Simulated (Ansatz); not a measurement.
# CH4O2Sn: a ladder of functionals and wavefunction methods

The task here is to estimate one member of a computed series from the others.

The runs use Ansatz 0.2.0, Gaussian basis; functionals in def2-TZVPP, the program's frozen cores in correlated methods.

Plan: LDA (SPW92), PBE-D4, revPBE-D4, BLYP-D4, r2SCAN-D4, B97M-V, PBE0-D4, B3LYP-D4, r2SCANh-D4, r2SCAN0-D4, HSE06-D4, BHLYP-D4, CAM-B3LYP-D4, LC-ωPBE, ωB97X-V, ωB97M-V, B2PLYP, PBE-QIDH; CCSD(T)/def2-SVP; CCSD(T)/def2-TZVPP; MP2/def2-QZVPP; extrapolation to the limit; RPA on PBE.

1 further run of the same task is left out (for a known fault of the program).

## Structure used throughout

The geometry comes from an earlier relaxation with PBE0-D4 in a triple-zeta def2 set; it is a stationary point, not always the lowest conformer. Sn takes the def2 core potential; no spin-orbit term is included.

SMILES `O=C[O][SnH3]`, 8 atoms, charge 0, spin multiplicity 1.

Atoms are counted from 1 here; the program's logs count them from 0.

Bond lengths: O1–C2 1.213 Å, C2–O3 1.301 Å, C2–H5 1.100 Å, O3–Sn4 2.055 Å, Sn4–H6 1.695 Å, Sn4–H7 1.695 Å, Sn4–H8 1.705 Å. Angles: O1–C2–O3 123.7°, O1–C2–H5 122.7°, O3–C2–H5 113.6°, C2–O3–Sn4 107.2°, O3–Sn4–H6 108.9°, O3–Sn4–H7 108.9°, O3–Sn4–H8 96.7°, H6–Sn4–H7 116.3°, H6–Sn4–H8 112.1°, H7–Sn4–H8 112.1°.

The first run:

Input file in.yaml:

```yaml
crystal:
  periodic: [false, false, false]
  atoms:
    - {symbol: O, position_ang: [1.045519, -0.638535, 1.236141]}
    - {symbol: C, position_ang: [1.463099, 0.210710, 0.477013]}
    - {symbol: O, position_ang: [0.754579, 0.735002, -0.479432]}
    - {symbol: Sn, position_ang: [-1.102028, -0.144259, -0.412514]}
    - {symbol: H, position_ang: [2.486438, 0.610625, 0.536854]}
    - {symbol: H, position_ang: [-1.845508, 0.257138, 1.056423]}
    - {symbol: H, position_ang: [-0.936957, -1.798065, -0.743165]}
    - {symbol: H, position_ang: [-1.772841, 0.710283, -1.727121]}
basis:
  gaussian: {orbitals: def2-TZVPP}
hamiltonian: {xc: lda}
output: {orbitals: {seedname: orbitals}}
```

Launch:

```sh
> ansatz run in.yaml --threads 2 --pin off --events-out ev --progress --plain --max-ram 4352MiB
```

Among the steps run: LDA; PBE-D4 (GGA); revPBE-D4 (GGA); BLYP-D4 (GGA); r2SCAN-D4 (meta-GGA); B97M-V (meta-GGA); PBE0-D4 (hybrid); B3LYP-D4 (hybrid); r2SCANh-D4 (hybrid); r2SCAN0-D4 (hybrid); HSE06-D4 (hybrid); BHLYP-D4 (hybrid); CAM-B3LYP-D4 (range-separated); LC-ωPBE (range-separated); ωB97X-V (range-separated); ωB97M-V (range-separated); B2PLYP (double hybrid); PBE-QIDH (double hybrid).

One of the session's tables, all rows but one given; the rest of the session is left out.

It belongs to the step «Frontier levels by functional». 

```
  functional  HOMO (eV)  gap (eV)
 LDA (SPW92)      -6.92      5.24
      PBE-D4      -6.73      5.30
   revPBE-D4      -6.66      5.32
     BLYP-D4      -6.65      5.28
   r2SCAN-D4      -7.05      5.98
      B97M-V      -7.22      5.92
     PBE0-D4          ?         ?
    B3LYP-D4      -8.09      7.18
  r2SCANh-D4      -7.66      6.86
  r2SCAN0-D4      -8.57      8.16
    HSE06-D4      -7.92      6.92
    BHLYP-D4      -9.89      9.94
CAM-B3LYP-D4      -9.79      9.99
     LC-ωPBE     -11.09     12.40
     ωB97X-V     -10.78     11.96
     ωB97M-V     -10.71     11.56
```

**Question.** Estimate the row for PBE0-D4.

**Answer.** HOMO (eV): -8.33; gap (eV): 7.68. In the column «HOMO (eV)» it lies between r2SCAN0-D4 (-8.57) and B3LYP-D4 (-8.09).
